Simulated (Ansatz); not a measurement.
# H4OSiZn: basis-set convergence

One table from this session's results is given with a row withheld; the runs are named, their logs left out.

Computed with Ansatz 0.2.0, Gaussian basis. Level: one geometry, several basis sets.

Plan: PBE0-D4/def2-SVP; ωB97M-V/def2-SVP; PBE0-D4/def2-QZVPP; ωB97M-V/def2-QZVPP; the functionals' def2-TZVPP values are taken from earlier runs.

**The geometry**

An earlier PBE0-D4 in a triple-zeta def2 set relaxation fixed the geometry.

SMILES `[OH][Zn][SiH3]`, 7 atoms, charge 0, spin multiplicity 1.

Atoms are counted from 1 here; the program's logs count them from 0.

Bond lengths: O1–Zn2 1.783 Å, O1–H4 0.958 Å, Zn2–Si3 2.341 Å, Si3–H5 1.489 Å, Si3–H6 1.489 Å, Si3–H7 1.490 Å. Angles: Zn2–O1–H4 118.0°, O1–Zn2–Si3 176.1°, Zn2–Si3–H5 111.3°, Zn2–Si3–H6 111.4°, Zn2–Si3–H7 110.9°, H5–Si3–H6 107.8°, H5–Si3–H7 107.7°, H6–Si3–H7 107.6°.

Set-up of the first run:

The input, in.yaml:

```yaml
crystal:
  periodic: [false, false, false]
  atoms:
    - {symbol: O, position_ang: [-1.553243, -2.295047, -0.125978]}
    - {symbol: Zn, position_ang: [-0.546786, -0.825187, -0.042941]}
    - {symbol: Si, position_ang: [0.903386, 1.008898, 0.063636]}
    - {symbol: H, position_ang: [-2.504712, -2.187179, -0.153909]}
    - {symbol: H, position_ang: [2.075944, 0.823447, -0.835024]}
    - {symbol: H, position_ang: [1.416873, 1.215754, 1.445943]}
    - {symbol: H, position_ang: [0.208537, 2.259313, -0.351727]}
basis:
  gaussian: {orbitals: def2-SVP}
hamiltonian: {xc: pbe0, dispersion: d4}
output: {orbitals: {seedname: orbitals}}
```

Launch:

```bash
$ ansatz run in.yaml --threads 2 --pin off --events-out ev --progress --plain --max-ram 4352MiB
```

Steps of the session up to this table: PBE0-D4 in def2-SVP; ωB97M-V in def2-SVP; PBE0-D4 in def2-QZVPP; ωB97M-V in def2-QZVPP.

One table of the session follows, with a row left open; its other results are not shown here.

It belongs to the step «Functionals by basis». 

| functional | basis | HOMO (eV) |
| --- | --- | --- |
| PBE0-D4 | def2-SVP | -7.55 |
| PBE0-D4 | def2-TZVPP | -7.94 |
| PBE0-D4 | def2-QZVPP | -7.95 |
| ωB97M-V | def2-SVP | -9.75 |
| ωB97M-V | def2-TZVPP | ? |
| ωB97M-V | def2-QZVPP | -10.06 |

Q: Estimate the row for ωB97M-V, def2-TZVPP from the others.

The run gave: HOMO (eV): -10.05. In the column «HOMO (eV)» it lies between ωB97M-V, def2-QZVPP (-10.06) and ωB97M-V, def2-SVP (-9.75).
